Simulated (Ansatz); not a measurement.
**SiNH3OF2 (SMILES N[Si](O)(F)F): levels of theory compared**

Aim: a comparison of 6 runs (HF/STO-3G, HF/def2-SVP, SVWN5/STO-3G, B3LYP/6-31G*, B2PLYP/6-31+G*, UCCSDT(Q)/MINI) of SiNH3OF2. 

Program for the calculation: Ansatz 0.2.0.

5 further runs of the same task are left out: 1 that didn't finish, 4 set aside as unsound or not needed.

**1. Starting point**

SiNH3OF2: 8 atoms, total charge 0, spin state singlet. As SMILES, `N[Si](O)(F)F`. The shape is that of a PBE0-D4/def2-TZVP optimisation. This is one conformer, not always the lowest.

Bond lengths: N1–Si2 1.686 Å, Si2–O3 1.619 Å, Si2–F4 1.581 Å, Si2–F5 1.584 Å, N1–H6 1.006 Å, N1–H7 1.006 Å, O3–H8 0.958 Å. Angles: N1–Si2–O3 112.4°, N1–Si2–F4 115.5°, N1–Si2–F5 106.2°, O3–Si2–F4 104.1°, O3–Si2–F5 112.9°, F4–Si2–F5 105.9°, Si2–N1–H6 121.2°, Si2–N1–H7 120.5°, Si2–O3–H8 117.2°, H6–N1–H7 111.9°.

**2. Energy and forces at HF/STO-3G (run 1)**

Input file in.yaml:

```yaml
basis:
  gaussian:
    orbitals: STO-3G
crystal:
  periodic: [false, false, false]
  atoms:
    - {symbol: N, position_ang: [-0.442300, 1.046800, 0.335400]}
    - {symbol: Si, position_ang: [0.149700, -0.326200, -0.442800]}
    - {symbol: O, position_ang: [0.387300, -1.558900, 0.578900]}
    - {symbol: F, position_ang: [-0.787600, -0.930400, -1.563300]}
    - {symbol: F, position_ang: [1.475500, 0.124100, -1.183100]}
    - {symbol: H, position_ang: [-1.266000, 1.005400, 0.911900]}
    - {symbol: H, position_ang: [-0.311700, 1.959400, -0.068300]}
    - {symbol: H, position_ang: [0.887300, -1.377200, 1.375500]}
hamiltonian:
  xc: hf
accuracy: high
output: {forces: true, orbitals: {seedname: orbitals}}
```

Launch:

```bash
$ ansatz run in.yaml --threads 1 --pin off --max-ram 2610MiB --events-out events.jsonl --progress --plain --runs-dir runs
```

The log of the run:

```text
Warning: RAYON_NUM_THREADS=1 ignored (pool sized by the plan → 1); use --threads N
Functional definition: HF
  name "HF"
  exchange = exact_x
  correlation = 0
687 factors; integrals over basis functions are off by at most 3.6e-8 eV
mean field evaluation 1: about -16625.4014 eV, gradient 2.9e1 eV
mean field evaluation 2: about -16625.4993 eV, gradient 2.9e1 eV
mean field evaluation 4: about -16628.6171 eV, gradient 1.3e0 eV
mean field evaluation 8: about -16628.6258 eV, gradient 1.9e-5 eV
mean field -16628.62579550 eV, -611.0907266972 hartree, gradient 7.0e-9 eV, S^2 0.000000; 0 other end points of the search recorded, 0 dependent functions left out
the calculation of the forces begins
reference -16628.62579550 eV, -611.0907266972 hartree; 25, 25 occupied and 7, 7 virtual orbitals, 687 factors
Total energy: -16628.62579550 eV, -611.0907266972 hartree
Atom 0 at    -0.442300     1.046800     0.335400 Å, force     0.187173    -0.432913     0.008907 eV/Å
Atom 1 at     0.149700    -0.326200    -0.442800 Å, force     0.176648     0.465144     0.006852 eV/Å
Atom 2 at     0.387300    -1.558900     0.578900 Å, force    -0.654032    -1.168389    -0.646755 eV/Å
Atom 3 at    -0.787600    -0.930400    -1.563300 Å, force    -0.391550    -0.071491    -0.261652 eV/Å
Atom 4 at     1.475500     0.124100    -1.183100 Å, force     0.431255     0.037834    -0.156399 eV/Å
Atom 5 at    -1.266000     1.005400     0.911900 Å, force    -0.351036     0.154949     0.197651 eV/Å
Atom 6 at    -0.311700     1.959400    -0.068300 Å, force    -0.071418     0.391175    -0.076005 eV/Å
Atom 7 at     0.887300    -1.377200     1.375500 Å, force     0.672961     0.623690     0.927402 eV/Å
Dipole moment:    -0.083450     0.317145     0.299766 e Å
```

It took 2.3 s on 1 thread of Intel Xeon Platinum 8259CL at 2.50GHz (Skylake/Cascade Lake), shared host; peak memory 0.1 GiB.

**3. Energy and forces at HF/def2-SVP (run 2)**

Edit in.yaml of step 2 so:

```diff
@@ -1,4 +1 @@
-basis:
-  gaussian:
-    orbitals: STO-3G
 crystal:
@@ -14,2 +11,5 @@
     - {symbol: H, position_ang: [0.887300, -1.377200, 1.375500]}
+basis:
+  gaussian:
+    orbitals: def2-SVP
 hamiltonian:
@@ -17,2 +17,4 @@
 accuracy: high
-output: {forces: true, orbitals: {seedname: orbitals}}
+output:
+  forces: true
+  orbitals: {seedname: orbitals}
```

Launch:

```bash
$ ansatz run in.yaml --threads 1 --pin off --max-ram 2610MiB --events-out events.jsonl --progress --plain --runs-dir runs
```

The log of the run (excerpt; [...] marks lines left out):

```text
Warning: RAYON_NUM_THREADS=1 ignored (pool sized by the plan → 1); use --threads N
Functional definition: HF
  name "HF"
[...]
1905 factors; integrals over basis functions are off by at most 3.7e-9 eV
[...]
mean field -16836.65775300 eV, -618.7357601261 hartree, gradient 8.5e-9 eV, S^2 0.000000; 0 other end points of the search recorded, 0 dependent functions left out
[...]
reference -16836.65775300 eV, -618.7357601261 hartree; 25, 25 occupied and 64, 64 virtual orbitals, 1905 factors
Total energy: -16836.65775300 eV, -618.7357601261 hartree
Atom 0 at    -0.442300     1.046800     0.335400 Å, force    -0.249216     0.248571     0.016205 eV/Å
Atom 1 at     0.149700    -0.326200    -0.442800 Å, force    -0.141199    -0.023013     0.391840 eV/Å
Atom 2 at     0.387300    -1.558900     0.578900 Å, force     0.545742     0.210109     0.775255 eV/Å
Atom 3 at    -0.787600    -0.930400    -1.563300 Å, force    -0.282637    -0.106176    -0.377493 eV/Å
Atom 4 at     1.475500     0.124100    -1.183100 Å, force     0.360074     0.088337    -0.194342 eV/Å
Atom 5 at    -1.266000     1.005400     0.911900 Å, force     0.216017     0.046648    -0.129783 eV/Å
Atom 6 at    -0.311700     1.959400    -0.068300 Å, force    -0.035492    -0.206948     0.131427 eV/Å
Atom 7 at     0.887300    -1.377200     1.375500 Å, force    -0.413290    -0.257527    -0.613109 eV/Å
Dipole moment:    -0.117566     0.455579     0.585749 e Å
```

Run time: 7.2 s. Hardware: 1 thread of Intel Xeon Platinum 8259CL at 2.50GHz (Skylake/Cascade Lake), shared host; peak memory 0.28 GiB.

Runs 3 to 5 aren't shown in full; the table further down has their settings and results.

**4. A single-point energy at UCCSDT(Q)/MINI (density fitting with cc-pVTZ-jkfit, def2-SVP-rifit for correlation) (run 6)**

Input file molecule.yaml:

```yaml
crystal:
  periodic: [false, false, false]
  atoms:
    - {symbol: "N", position_ang: [-0.442300, 1.046800, 0.335400]}
    - {symbol: Si, position_ang: [0.149700, -0.326200, -0.442800]}
    - {symbol: O, position_ang: [0.387300, -1.558900, 0.578900]}
    - {symbol: F, position_ang: [-0.787600, -0.930400, -1.563300]}
    - {symbol: F, position_ang: [1.475500, 0.124100, -1.183100]}
    - {symbol: H, position_ang: [-1.266000, 1.005400, 0.911900]}
    - {symbol: H, position_ang: [-0.311700, 1.959400, -0.068300]}
    - {symbol: H, position_ang: [0.887300, -1.377200, 1.375500]}
basis:
  gaussian:
    orbitals: MINI.json
    fitting:
      mean_field: cc-pVTZ-jkfit
      correlation: def2-SVP-rifit.json
    symmetry_tolerance_ang: 0.001
magnetization:
  spin_polarized: true
correlation:
  method: ccsdt_q
accuracy: high
scf:
  lower_state_search: light
```

The basis set MINI is read from a file made from the Basis Set Exchange's data (not shown).

Launch:

```bash
$ ansatz run molecule.yaml --threads 1 --pin off --max-ram 2610MiB --events-out events.jsonl --progress --plain --runs-dir runs
```

The log of the run:

```text
Warning: RAYON_NUM_THREADS=1 ignored (pool sized by the plan → 1); use --threads N
[... 11 lines left out ...]
9 core orbitals not correlated: weight in the atoms' cores, before any rotation towards them, 1.000 or more for the frozen orbitals, at most 0.000 for the correlated occupied ones
[... 23 lines left out ...]
Total energy: -16745.59652453 eV, -615.3893217035 hartree
```

It took 24 s on 1 thread of Intel Xeon Platinum 8259CL at 2.50GHz (Skylake/Cascade Lake), shared host; peak memory 0.79 GiB.

**5. The series**

```csv
run,level,Cartesian functions,frozen core orbitals,energy (Eh),dipole moment (D),HOMO energy (eV),LUMO energy (eV),wall time
1,HF/STO-3G,no,–,-611.090727,2.13,-9.17,12.66,2.3 s
2,HF/def2-SVP,no,–,-618.735760,3.61,-12.19,4.11,7.2 s
3,SVWN5/STO-3G,no,–,-609.468714,1.85,-2.00,6.09,3.6 s
4,B3LYP/6-31G* (Cartesian functions),yes,–,-621.157899,3.31,-7.71,0.88,19 s
5,B2PLYP/6-31+G* (spherical functions),no,9,-620.770681,3.40,-9.85,0.22,54 s
6,"UCCSDT(Q)/MINI (density fitting with cc-pVTZ-jkfit, def2-SVP-rifit for correlation)",no,9,-615.389322,–,–,–,24 s
```

**6. Outcome**

| quantity | value |
| --- | --- |
| run 6: total energy | -615.38932 Eh |
| run 6: correlation energy (9 core orbitals frozen) | -155.7 mEh |
| run 6: T1 diagnostic | 0.010 |

What this shows: Over runs 1, 2, 3, 4, 5 the dipole moment (its size) runs from 1.85 D (SVWN5/STO-3G) to 3.61 D (HF/def2-SVP). The two ends differ in method and basis. Over runs 1, 2, 3, 4, 5 the HOMO–LUMO gap runs from 8.09 eV (SVWN5/STO-3G) to 21.83 eV (HF/STO-3G). Exact exchange widens orbital gaps. Totals of different functionals can't be ranked against each other. In runs 1, 3, 6 the basis is minimal, so the values are rough. All runs together took 1.8 min, the longest 54 s.
